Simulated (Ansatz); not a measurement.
# CO: the cost of one run

Method: DFT PBE, scalar-relativistic, plane waves, PAW, in Ansatz 0.2.0.

1 further run of the same task is left out (it didn't finish).

## Step 1: Starting point

The structure is tetragonal, space group P4mm (No. 99). Conventional cell: a = 10.000 Å, b = 10.000 Å, c = 11.000 Å, α = 90.00°, β = 90.00°, γ = 90.00°. C (site symmetry 4mm) has 1 O at 1.13 Å in its first shell of neighbours. Around O (site symmetry 4mm) lie 1 C at 1.13 Å.

Structure file:

```
C O
1.0
    10.00000    0.00000    0.00000
     0.00000   10.00000    0.00000
     0.00000    0.00000   11.00000
C O
1 1
Direct
  0.50000 0.50000 0.45455
  0.50000 0.50000 0.55727
```

## Step 2: Relaxing the atoms: CO in a box, no spin

The input, input.yaml:

```yaml
crystal:
  lattice:
    - [10.0, 0.0, 0.0]
    - [0.0, 10.0, 0.0]
    - [0.0, 0.0, 11.0]
  atoms:
    - { symbol: C, position: [0.5, 0.5, 0.4545454545] }
    - { symbol: O, position: [0.5, 0.5, 0.5572727273] }
scf:
  occupations: { method: fixed }
output:
  forces: true
  stress: false
  write_density: true
  write_potential: true
  elf: true
  volumetric_format: npy
hamiltonian:
  xc: pbe
kpoints:
  mp_grid: { grid: [1, 1, 1] }
relax:
  f_tol: 0.001
```

The run is started by

```bash
ansatz run input.yaml --threads 8 --pin off --max-ram 24576MiB --backend cpu --events-out ev --progress --plain --runs-dir out
```

Q: Estimate wall time and peak memory on 8 threads of Intel Xeon Platinum 8259CL at 2.50GHz (Skylake/Cascade Lake), shared host.

About 4.6 s, with a peak of 0.7 GiB.
